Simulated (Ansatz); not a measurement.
# GeSb4Te4: the cost of one run

Computed with Ansatz 0.2.0 (DFT PBE, scalar-relativistic, plane waves, PAW, unless a step's input says otherwise).

## (1) The structure to begin with

The structure is trigonal, space group P-3m1 (No. 164). Conventional cell: a = 4.334 Å, b = 4.334 Å, c = 17.367 Å, α = 90.00°, β = 90.00°, γ = 120.00°. Around Ge (site symmetry -3m) lie 6 Te at 3.03 Å. Sb (site symmetry 3m) has 3 Sb at 2.94 Å as nearest neighbours. Around Sb (site symmetry 3m) lie 6 Te at 3.03 to 3.21 Å. Around Te (site symmetry 3m) lie 3 Ge at 3.03 Å and 3 Sb at 3.21 Å. Te (site symmetry 3m) is surrounded by 3 Sb at 3.03 Å.

As a file:

```
CELL_PARAMETERS angstrom
8.66850 0.00000 0.00000
-4.33425 7.50714 0.00000
0.00000 0.00000 17.36732
ATOMIC_POSITIONS crystal
Ge 0.00000 0.00000 0.00000
Ge 0.00000 0.50000 0.00000
Ge 0.50000 0.00000 0.00000
Ge 0.50000 0.50000 0.00000
Sb 0.16667 0.33333 0.54452
Sb 0.16667 0.83333 0.54452
Sb 0.66667 0.33333 0.54452
Sb 0.66667 0.83333 0.54452
Sb 0.33333 0.16667 0.45548
Sb 0.33333 0.66667 0.45548
Sb 0.83333 0.16667 0.45548
Sb 0.83333 0.66667 0.45548
Sb 0.33333 0.16667 0.78579
Sb 0.33333 0.66667 0.78579
Sb 0.83333 0.16667 0.78579
Sb 0.83333 0.66667 0.78579
Sb 0.16667 0.33333 0.21421
Sb 0.16667 0.83333 0.21421
Sb 0.66667 0.33333 0.21421
Sb 0.66667 0.83333 0.21421
Te 0.16667 0.33333 0.90180
Te 0.16667 0.83333 0.90180
Te 0.66667 0.33333 0.90180
Te 0.66667 0.83333 0.90180
Te 0.33333 0.16667 0.09820
Te 0.33333 0.66667 0.09820
Te 0.83333 0.16667 0.09820
Te 0.83333 0.66667 0.09820
Te 0.00000 0.00000 0.68722
Te 0.00000 0.50000 0.68722
Te 0.50000 0.00000 0.68722
Te 0.50000 0.50000 0.68722
Te 0.00000 0.00000 0.31278
Te 0.00000 0.50000 0.31278
Te 0.50000 0.00000 0.31278
Te 0.50000 0.50000 0.31278
```

The runs take a perfect supercell of 36 atoms; the defect goes to fractional position (0.167, 0.333, 0.902).

## (2) The perfect supercell

Input file input.yaml:

```yaml
crystal:
  lattice:
    - [8.668499, 0.0, 0.0]
    - [-4.334249, 7.50714, 0.0]
    - [0.0, 0.0, 17.367316]
  atoms:
    - { symbol: Ge, position: [0.0, 0.0, 0.0] }
    - { symbol: Ge, position: [0.0, 0.5, 0.0] }
    - { symbol: Ge, position: [0.5, 0.0, 0.0] }
    - { symbol: Ge, position: [0.5, 0.5, 0.0] }
    - { symbol: Sb, position: [0.166667, 0.333333, 0.54452] }
    - { symbol: Sb, position: [0.166667, 0.833333, 0.54452] }
    - { symbol: Sb, position: [0.666667, 0.333333, 0.54452] }
    - { symbol: Sb, position: [0.666667, 0.833333, 0.54452] }
    - { symbol: Sb, position: [0.333333, 0.166667, 0.45548] }
    - { symbol: Sb, position: [0.333333, 0.666667, 0.45548] }
    - { symbol: Sb, position: [0.833333, 0.166667, 0.45548] }
    - { symbol: Sb, position: [0.833333, 0.666667, 0.45548] }
    - { symbol: Sb, position: [0.333333, 0.166667, 0.78579] }
    - { symbol: Sb, position: [0.333333, 0.666667, 0.78579] }
    - { symbol: Sb, position: [0.833333, 0.166667, 0.78579] }
    - { symbol: Sb, position: [0.833333, 0.666667, 0.78579] }
    - { symbol: Sb, position: [0.166667, 0.333333, 0.21421] }
    - { symbol: Sb, position: [0.166667, 0.833333, 0.21421] }
    - { symbol: Sb, position: [0.666667, 0.333333, 0.21421] }
    - { symbol: Sb, position: [0.666667, 0.833333, 0.21421] }
    - { symbol: Te, position: [0.166667, 0.333333, 0.9018] }
    - { symbol: Te, position: [0.166667, 0.833333, 0.9018] }
    - { symbol: Te, position: [0.666667, 0.333333, 0.9018] }
    - { symbol: Te, position: [0.666667, 0.833333, 0.9018] }
    - { symbol: Te, position: [0.333333, 0.166667, 0.0982] }
    - { symbol: Te, position: [0.333333, 0.666667, 0.0982] }
    - { symbol: Te, position: [0.833333, 0.166667, 0.0982] }
    - { symbol: Te, position: [0.833333, 0.666667, 0.0982] }
    - { symbol: Te, position: [0.0, 0.0, 0.687221] }
    - { symbol: Te, position: [0.0, 0.5, 0.687221] }
    - { symbol: Te, position: [0.5, 0.0, 0.687221] }
    - { symbol: Te, position: [0.5, 0.5, 0.687221] }
    - { symbol: Te, position: [0.0, 0.0, 0.312779] }
    - { symbol: Te, position: [0.0, 0.5, 0.312779] }
    - { symbol: Te, position: [0.5, 0.0, 0.312779] }
    - { symbol: Te, position: [0.5, 0.5, 0.312779] }
basis:
  ecutwfc: 420
  fft_grid_basis: typed
kpoints:
  mp_grid: { grid: [3, 3, 1] }
hamiltonian:
  xc: pbe
  pseudopotentials: { kind: paw }
scf:
  occupations: { method: gaussian, width: 0.05 }
output:
  forces: true
  stress: false
  eigenvalues: true
  bader: false
  write_density: true
  volumetric_format: npy
```

Launch:

```
$ ansatz run input.yaml --threads 8 --pin off --max-ram 16384MiB --backend cpu --events-out ev --progress --plain --runs-dir out
```

What time and memory should one allow on 8 threads of Arm Neoverse V2, shared host?

About 13 s, with a peak of 4.9 GiB.
